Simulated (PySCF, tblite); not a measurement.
**C2H4F3Si radical: geometry, infrared bands and EPR parameters**

What infrared bands and EPR parameters should C2H4F3Si radical (`FC(F)(F)[CH][SiH3]`) show?

The runs use tblite 0.8.0 and PySCF 2.14.0, with density-fitted response routines of our own; the level of theory stands in each step. All values are computed, except where a source is named. Atoms count from 0, in the outputs and in this text.

## 1. Starting geometry

10 atoms, charge 0, multiplicity 2; geometry from: force field or distance geometry start.

Bonds of the start (Å): F0–C1 1.38, C1–F2 1.36, C1–F3 1.38, C1–C4 1.52, C4–Si5 1.87, C4–H6 1.10, Si5–H7 1.47, Si5–H8 1.48, Si5–H9 1.45.

## 2. Geometry optimisation with GFN2-xTB

The job: settings as JSON, then the geometry in Å.

```
{"job": {"kind": "relax", "xc": "GFN2-xTB", "basis": "xTB"}, "charge": 0, "multiplicity": 2}
F     -1.953200     0.846500     0.811800
C     -1.303400     0.029300    -0.095300
F     -2.132600    -0.412000    -1.081500
F     -0.914700    -1.092200     0.618400
C     -0.068600     0.722500    -0.635000
Si     1.381800    -0.264600     0.013900
H     -0.063300     1.762000    -0.271200
H      1.143000    -1.651100    -0.411700
H      1.272700    -0.202800     1.489000
H      2.647100     0.267000    -0.461000
```

Run with:

```sh
OMP_NUM_THREADS=1 python probes_run.py task.json out
```

The driver reads the jobs from task.json and runs them one after another.

**Question.** This job is followed by: GFN2-xTB harmonic vibrations, gas phase; UKS B3LYP, pcH-1 on C F H Si, non-relativistic, mean-field spin-orbit, GIAO. Predict these results of the whole session: strongest single infrared mode (GFN2-xTB); zero-point energy (GFN2-xTB); g(iso) (B3LYP); ⟨S²⟩; largest a(iso) (averaged by class); potential on the surface of density 0.002 e/bohr³, 1st and 99th percentile.

As calculated:

```
                                                                  quantity                 value
                                 strongest single infrared mode (GFN2-xTB)  958 cm⁻¹, 324 km/mol
                                              zero-point energy (GFN2-xTB)         31.6 kcal/mol
                                                            g(iso) (B3LYP)               2.00239
                                                                      ⟨S²⟩    0.753 (exact 0.75)
                                        largest a(iso) (averaged by class)   13C on C4, 82.3 MHz
potential on the surface of density 0.002 e/bohr³, 1st and 99th percentile    -0.69 V and 1.45 V
```

In words: Relaxing lowered the energy by 0.649 eV in 43 steps; the close pair that moved most is C1–C4, from 1.515 to 1.466 Å. No mode is imaginary among the 24: a minimum at this level. The strongest single mode, at 958 cm⁻¹, moves mainly C1. Unscaled tight-binding wavenumbers are off by several per cent, some by more. Its intensities can rank the bands wrongly. Most of the unpaired spin sits on C4 (1.01 e). The isotropic g lies 0.1 ppt above the free-electron value. These values are for one conformer; the search (at its own cheap level) found 1 more, at 0.51 kcal/mol, and measured spectra average over such forms.
